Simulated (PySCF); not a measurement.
# A diatomic session: TlB

What are the lowest state that PBE0 finds, the bond length, vibrational wavenumber and bond energy of TlB, and how much do these hang on the method?

The runs use PySCF 2.14.0; Tl def2-SVPD with ECP60, B def2-SVPD, scalar-relativistic core potentials.

**1. The job**

A driver script around PySCF takes these settings:

```yaml
atoms: Tl, B
charge: 0
basis: Tl def2-SVPD with ECP60, B def2-SVPD
Hamiltonian: scalar-relativistic core potentials
basis_functions: 52
electrons_treated: 26
masses_in_u: 204.9744, 11.0093
levels: PBE0, PBE, r²SCAN, LDA, TPSS, M06, HF, MP2, SCS-MP2, CCSD, CCSD(T)
grid: 80 radial by 434 angular points
occupations: held fixed by the projection of orbital angular momentum
dissociation_limit: Tl + B, each in its ground configuration
starting_distance_in_angstrom: 2.245
values_of_2S_to_try: 0, 2
```

Command:

```
> OMP_NUM_THREADS=1 python dia.py task.json out
```

After this run come: The PBE0 curve of the state that the search chose; Higher solutions at PBE0; PBE; r²SCAN; LDA; TPSS (meta-GGA); M06; UHF; Adding correlation.

Before running it: what results should come out? Wanted: for each run, Re; ωe; De; μ.

**Answer**, as computed:

Lowest PBE0 solution found, without spin–orbit coupling: ³Π (triplet), unpaired electrons σ ↑, π ↑. State 2 has its PBE0 minimum 0.12 eV higher. State 3 has its PBE0 minimum 0.19 eV higher, as a spin-mixed determinant (⟨S²⟩ = 1.01), so this is no gap between pure states. State 4 has its PBE0 minimum 0.34 eV higher, as a spin-mixed determinant (⟨S²⟩ = 1.01), so this is no gap between pure states. The other levels ran on the lowest alone.

```csv
level,Re (Å),ωe (cm⁻¹),De (eV),μ (D)
UHF,2.519,352,0.88,-2.71
UHF-MP2,2.476,371,1.37,n/a
UHF-SCS-MP2,2.488,366,1.21,n/a
UHF-CCSD,2.501,347,1.26,n/a
UHF-CCSD(T),2.502,344,1.35,n/a
LDA,2.447,355,2.28,-1.93
PBE,2.515,327,1.88,-2.24
TPSS,2.525,328,1.73,-2.37
r²SCAN,2.491,347,1.83,-2.20
PBE0,2.485,351,1.72,-2.36
M06,2.528,340,1.75,-2.56
```

De is counted to Tl + B in their ground configurations. A positive dipole means Tl(−)B(+).

Differences from CCSD(T) in the same basis:

| level | Re (mÅ) | ωe (%) |
| --- | --- | --- |
| UHF | +17 | +2.4 |
| UHF-MP2 | -26 | +7.9 |
| UHF-SCS-MP2 | -14 | +6.6 |
| UHF-CCSD | -1 | +0.9 |
| LDA | -55 | +3.3 |
| PBE | +13 | -4.8 |
| TPSS | +23 | -4.6 |
| r²SCAN | -11 | +1.0 |
| PBE0 | -17 | +2.1 |
| M06 | +26 | -1.2 |

Against CCSD(T) in the same basis, the bond length is nearest at UHF-CCSD (-1 mÅ) and farthest at LDA (-55 mÅ); the wavenumber is nearest at UHF-CCSD (+0.9 %) and farthest at UHF-MP2 (+7.9 %). CCSD(T) in a basis this small is itself some way from its limit, more so than the functionals. Of the levels with a De here, UHF gives the least (0.88 eV) and LDA the most (2.28 eV).

Correlated steps freeze 5 core orbitals. These are scalar-relativistic numbers at best; spin–orbit coupling would shift them, the dissociation energy most. With spin–orbit coupling the term label itself may not hold.
